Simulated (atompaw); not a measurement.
# Co: the cost of one run

Program: atompaw 4.2.0.5. Reference atom: PBEsol, scalar-relativistic, spherical and spin-unpolarised. All values are calculated.

### 1 Settings

The settings as typed:

```
element                 : cobalt (Co, Z = 27)
type                    : PAW
frozen core             : [Ne]
valence charge          : 17
reference configuration : 3s2 3p6 3d7 4s1 4p0 (charge +1)
partial waves           : 3s (bound): rc 1.30 bohr; 4s (bound): rc 1.40 bohr; 3p (bound): rc 1.25 bohr; 4p (bound, empty): rc 1.40 bohr; 3d (bound): rc 0.95 bohr; 3d channel at 0.85 Ry: rc 1.40 bohr
local potential         : bessel scheme, radius 1.05 bohr
core correction         : smooth core density matched at 1.25 bohr
augmentation charge     : besselshape compensation charge, radius 1.35 bohr; PAW radius 1.40 bohr; waves and projectors: custom polynom vanderbiltortho
```

The outer shells as boxes (Hund's rule for the drawing; the calculation is spin-unpolarised):

```
[Ne] core
3s [↑↓]
3p [↑↓][↑↓][↑↓]
3d [↑↓][↑↓][↑ ][↑ ][↑ ]
4s [↑ ]
4p [  ][  ][  ]
```

An earlier all-electron run gives the scale for the radii.

All-electron outer shells of the reference configuration (PBEsol, scalar-relativistic, ld1.x):

```csv
shell,level (eV),outermost node (bohr),outermost maximum (bohr)
2s,-906.76,0.08,0.21
2p,-778.15,–,0.17
3s,-110.96,0.31,0.67
3p,-74.35,0.28,0.68
3d,-16.99,–,0.66
4s,-12.76,0.96,2.21
4p,-7.42,1.04,2.73
```

### 2 The generation run

The input, Co.input:

```
Co 27
GGA-PBESOL scalarrelativistic loggrid 1500 logderivrange -10 5 376
4 4 3 0 0 0
4 0 1
4 1 0
3 2 7
0 0 0
c
c
v
v
c
v
v
v
2
1.40 1.35 1.05 1.25
n
n
y
0.85
n
custom polynom vanderbiltortho besselshape
bessel
1.30
1.40
1.25
1.40
0.95
1.40
PWSCFOUT
UPFDX 0.0125d0 UPFXMIN -7.d0 UPFZMESH 27.d0
END
```

On the command line:

```sh
$ atompaw < Co.input > Co.log
```

**Question.** How long does this run take on 1 thread of Intel Xeon 6975P-C, shared host?

About 2 s.
